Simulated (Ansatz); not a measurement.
# CH₆AlBOSi: a ladder of functionals and wavefunction methods

One table from this session's results is given with a row withheld; the runs are named, their logs left out.

Method: functionals in def2-TZVPP, the program's frozen cores in correlated methods; program: Ansatz 0.2.0, Gaussian basis.

Levels to be run: PBE-D4, r2SCAN-D4, PBE0-D4, B3LYP-D4, ωB97X-V, ωB97M-V, B2PLYP; CCSD(T)/def2-TZVPP; MP2/def2-QZVPP; extrapolation to the limit.

## The geometry

An earlier PBE0-D4 in a triple-zeta def2 set relaxation fixed the geometry.

SMILES `C[Si]1(O)[BH][AlH]1`, 11 atoms, charge 0, spin multiplicity 1.

Atoms are counted from 1 here; the program's logs count them from 0.

Bond lengths: C1–Si2 1.878 Å, C1–H6 1.093 Å, C1–H7 1.093 Å, C1–H8 1.100 Å, Si2–O3 1.646 Å, Si2–B4 1.843 Å, Si2–Al5 2.717 Å, O3–H9 0.960 Å, B4–Al5 1.960 Å, B4–H10 1.189 Å, Al5–H11 1.589 Å. Angles: Si2–C1–H6 109.7°, Si2–C1–H7 109.7°, Si2–C1–H8 115.9°, H6–C1–H7 108.1°, H6–C1–H8 106.6°, H7–C1–H8 106.6°, C1–Si2–O3 102.9°, C1–Si2–B4 124.0°, C1–Si2–Al5 77.8°, O3–Si2–B4 133.1°, O3–Si2–Al5 179.3°, B4–Si2–Al5 46.1°, Si2–O3–H9 115.2°, Si2–B4–Al5 91.1°, Si2–B4–H10 135.7°, Al5–B4–H10 133.1°, Si2–Al5–B4 42.7°, Si2–Al5–H11 133.4° and more.

The first run:

in.yaml reads:

```yaml
crystal:
  periodic: [false, false, false]
  atoms:
    - {symbol: C, position_ang: [-1.175877, -0.321006, 0.703385]}
    - {symbol: Si, position_ang: [0.597459, 0.247526, 0.461682]}
    - {symbol: O, position_ang: [1.086454, 0.587444, 1.996518]}
    - {symbol: B, position_ang: [1.434438, 0.343111, -1.178055]}
    - {symbol: Al, position_ang: [-0.176901, -0.309103, -2.082485]}
    - {symbol: H, position_ang: [-1.196941, -1.190277, 1.365733]}
    - {symbol: H, position_ang: [-1.758119, 0.476459, 1.172244]}
    - {symbol: H, position_ang: [-1.717124, -0.608990, -0.209543]}
    - {symbol: H, position_ang: [1.990655, 0.900479, 2.077272]}
    - {symbol: H, position_ang: [2.511967, 0.660671, -1.566478]}
    - {symbol: H, position_ang: [-1.530611, -0.843413, -2.719674]}
basis:
  gaussian: {orbitals: def2-TZVPP}
hamiltonian: {xc: pbe, dispersion: d4}
output: {forces: true, orbitals: {seedname: orbitals}}
```

Started as:

```console
> ansatz run in.yaml --threads 4 --pin off --events-out ev --progress --plain --max-ram 10444MiB
```

Steps of the session up to this table: PBE-D4 (GGA); r2SCAN-D4 (meta-GGA); PBE0-D4 (hybrid); B3LYP-D4 (hybrid); ωB97X-V (range-separated); ωB97M-V (range-separated); B2PLYP (double hybrid); CCSD(T) in def2-TZVPP; MP2 in def2-QZVPP.

One of the session's tables, all rows but one given; the rest of the session is left out.

```
            method  atomisation energy (eV)
            PBE-D4                   39.520
         r2SCAN-D4                   39.217
           PBE0-D4                   38.861
          B3LYP-D4                   38.664
           ωB97X-V                   38.808
           ωB97M-V                   38.929
            B2PLYP                   38.281
     HF/def2-TZVPP                   28.033
    MP2/def2-TZVPP                   38.449
   CCSD/def2-TZVPP                   37.048
CCSD(T)/def2-TZVPP                        ?
           MP2/CBS                   39.472
       CCSD(T)/CBS                   38.768
```

Q: Estimate the row for CCSD(T)/def2-TZVPP from the others.

**Answer.** atomisation energy (eV): 37.746. In the column «atomisation energy (eV)» it lies between CCSD/def2-TZVPP (37.048) and B2PLYP (38.281).
